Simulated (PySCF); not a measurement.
**MP2/x2c-SVPall (sfX2C) run of BHBrOF (SMILES OB(F)Br)**

Aim: the vertical singlet–triplet gap of BHBrOF at MP2/x2c-SVPall (sfX2C), from 2 runs. The job is set up through a Python script.

The calculation is run with PySCF 2.14.0.

### 1 The structure to begin with

BHBrOF has 5 atoms, charge 0, and is taken as a singlet. SMILES: `OB(F)Br`. The shape is that of a PBE0-D4/def2-TZVP optimisation. This is one conformer, not always the lowest.

Bond lengths: O1–B2 1.340 Å, B2–F3 1.314 Å, B2–Br4 1.930 Å, O1–H5 0.960 Å. Angles: O1–B2–F3 119.1°, O1–B2–Br4 122.4°, F3–B2–Br4 118.5°, B2–O1–H5 113.9°.

### 2 A single-point energy at MP2/x2c-SVPall (sfX2C)

run.py

```python
# OB(F)Br
from pyscf import gto, mp

mol = gto.M(
    atom='''
O    0.569500   0.867200   0.320300
B    0.066600  -0.363700   0.155800
F    0.507600  -1.341700   0.914000
Br  -1.288700  -0.759000  -1.159600
H    0.194900   1.523600  -0.271900
''',
    max_memory=1860,
    verbose=3,
    spin=0,
    charge=0,
    basis='x2c-svpall',
)

hf = mol.RHF()
hf = hf.sfx2c1e()
hf.conv_tol = 1e-10
hf.kernel()
if not hf.converged:
    hf = hf.newton().run(hf.mo_coeff, hf.mo_occ)

pt = mp.MP2(hf, frozen=12).run()
e_tot = pt.e_tot
print(f'total energy: {e_tot:.8f} hartree')
```

The run is started by

```bash
$ OMP_NUM_THREADS=1 python run.py
```

Log:

```text
converged SCF energy = -2803.70701893929
E(RMP2) = -2804.38999501552  E_corr = -0.682976076233023
E(SCS-RMP2) = -2804.35355044799  E_corr = -0.646531508702128
total energy: -2804.38999502 hartree
```

Run time: 2.3 s. Hardware: 1 thread of Arm Neoverse V1, shared host; peak memory 0.18 GiB.

### 3 The triplet at the same level

mol.xyz

```xyz
5

O      0.569500     0.867200     0.320300
B      0.066600    -0.363700     0.155800
F      0.507600    -1.341700     0.914000
Br    -1.288700    -0.759000    -1.159600
H      0.194900     1.523600    -0.271900
```

job.py

```python
from pyscf import gto, scf, mp

system = gto.M(
    atom='mol.xyz',
    spin=2,
    basis='x2c-svpall',
    max_memory=1860,
    verbose=3,
)

hf = scf.UHF(system)
hf = hf.x2c()
hf.conv_tol = 1e-10
hf.kernel()
if not hf.converged:
    hf = hf.newton().run(hf.mo_coeff, hf.mo_occ)

pt = mp.MP2(hf, frozen=12).run()
e_tot = pt.e_tot
print('E = %.10f Eh' % e_tot)
```

The run is started by

```bash
$ OMP_NUM_THREADS=1 python job.py
```

Log:

```text
WARN: HOMO 0.0938925705329838 >= LUMO -0.403472322641981

WARN: HOMO -0.0855813805221173 >= LUMO -0.208392490427046

WARN: HOMO -0.0780008103845997 >= LUMO -0.14430386436187

WARN: HOMO -0.0806137747019404 >= LUMO -0.114112480832016

WARN: HOMO -0.0872194841673828 >= LUMO -0.107490500105069

WARN: HOMO -0.0932956310411148 >= LUMO -0.100562095421207

converged SCF energy = -2803.39849549719  <S^2> = 2.0113267  2S+1 = 3.0075416
E(UMP2) = -2804.06560958252  E_corr = -0.667114085337074
E(SCS-UMP2) = -2804.02926489394  E_corr = -0.630769396752341
E = -2804.0656095825 Eh
```

Wall time 4.2 s (1 thread of Arm Neoverse V1, shared host); peak memory 0.2 GiB.

### 4 Results

At MP2/x2c-SVPall (sfX2C), 12 core orbitals frozen:

```
                                                           quantity           value
                                              singlet: total energy  -2804.39000 Eh
                      singlet: dipole moment (Hartree–Fock density)          2.11 D
                       singlet: HOMO energy (Hartree–Fock orbitals)       -11.81 eV
                       singlet: LUMO energy (Hartree–Fock orbitals)         4.39 eV
                     singlet: HOMO–LUMO gap (Hartree–Fock orbitals)        16.20 eV
              singlet: correlation energy (12 core orbitals frozen)      -683.0 mEh
                                              triplet: total energy  -2804.06561 Eh
                      triplet: dipole moment (Hartree–Fock density)          3.38 D
triplet: HOMO energy (Hartree–Fock orbitals) (highest over α and β)        -3.18 eV
 triplet: LUMO energy (Hartree–Fock orbitals) (lowest over α and β)        -2.01 eV
              triplet: correlation energy (12 core orbitals frozen)      -667.1 mEh
                         triplet: ⟨S²⟩ of the reference determinant           2.011
                   vertical energy of the triplet above the singlet        8.827 eV
```

What this shows: At this shape the triplet lies 8.83 eV (852 kJ/mol) above the singlet. Mulliken charges (triplet) of the mean-field density run from -0.23 on F3 to +0.24 on Br4; they depend strongly on the basis.
